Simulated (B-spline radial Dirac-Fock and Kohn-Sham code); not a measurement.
# Gd⁵⁴⁺: core levels and X-ray properties

Aim: for gadolinium as Gd⁵⁴⁺, compute its X-ray form factor and Compton profile and the binding energy of each subshell.

Method: a free atom or ion on a radial basis; each step names its model; computed with B-spline radial Dirac-Fock and Kohn-Sham code, version 2.

### Step 1. The atom as given

Gd⁵⁴⁺, configuration 1s2 2s2 2p6.

```
nuclear charge     : 64
electrons          : 10
mass number        : 158
nuclear rms radius : 5.1569 fm
```

### Step 2. Scattering by the electron cloud

Model: Dirac-Fock average of configuration, finite nucleus; form factor of the spherical density, Waller-Hartree incoherent function, impulse-approximation Compton profiles.

The run's settings:

```ini
task = scatter
Z = 64
charge = 54
configuration = 1s2 2s2 2p6
mass_number = 158
rms_radius = 5.1569  # fm
s = [0.0, 0.05, 0.1, 0.15, 0.2, 0.25, 0.3, 0.35, 0.4, 0.45, 0.5, 0.6, 0.7, 0.8, 0.9, 1.0, 1.1, 1.2, 1.4, 1.6, 1.8, 2.0, 2.5, 3.0, 3.5, 4.0, 5.0, 6.0]  # 1/A
pz = [0, 0.1, 0.2, 0.3, 0.4, 0.5, 0.6, 0.8, 1.0, 1.2, 1.4, 1.6, 1.8, 2.0, 2.5, 3.0, 4.0, 5.0, 7.0, 10.0, 15.0, 20.0, 30.0, 40.0, 60.0, 100.0]  # a.u.
photon_energy = [2000, 5000, 17479.3, 20000, 50000, 200000, 500000, 1000000]  # eV
```

### Step 3. Hole states by ΔSCF

Model: Dirac-Fock average of configuration, Delta-SCF, finite nucleus, first-order Breit with its frequency dependence, self-energy and vacuum polarisation.

Recorded inputs:

```ini
task = binding
```

Before running it: what results should come out? Wanted: rms radius of the electron cloud; form factor halves at; Compton profile at zero; deepest level listed, K; least bound, L3; Kα1.

The runs gave:

| quantity | value |
| --- | --- |
| rms radius of the electron cloud | 0.0825 bohr |
| form factor halves at | 4.0 1/Å |
| Compton profile at zero | 0.2402 1/a.u. |
| deepest level listed, K (1s) | 54541.3 eV |
| least bound, L3 (2p3/2) | 11272.6 eV |
| Kα1 | 43268.7 eV |
| ionisation energy, NIST (theoretical) | 11273.0 eV |

The form factor starts at the 10 electrons and halves by s = 4.0 1/Å. Incoherent scattering outweighs coherent from 500 keV on, among the energies asked. The K (1s) level lies 22.2 eV under Koopmans' value by relaxation alone; Breit gives -137.22 and QED -73.97 eV. NIST's ionisation energy differs by +0.40 eV from the least binding energy, within its stated uncertainty. The Hartree-Fock and Dirac-Fock values hold no electron correlation.
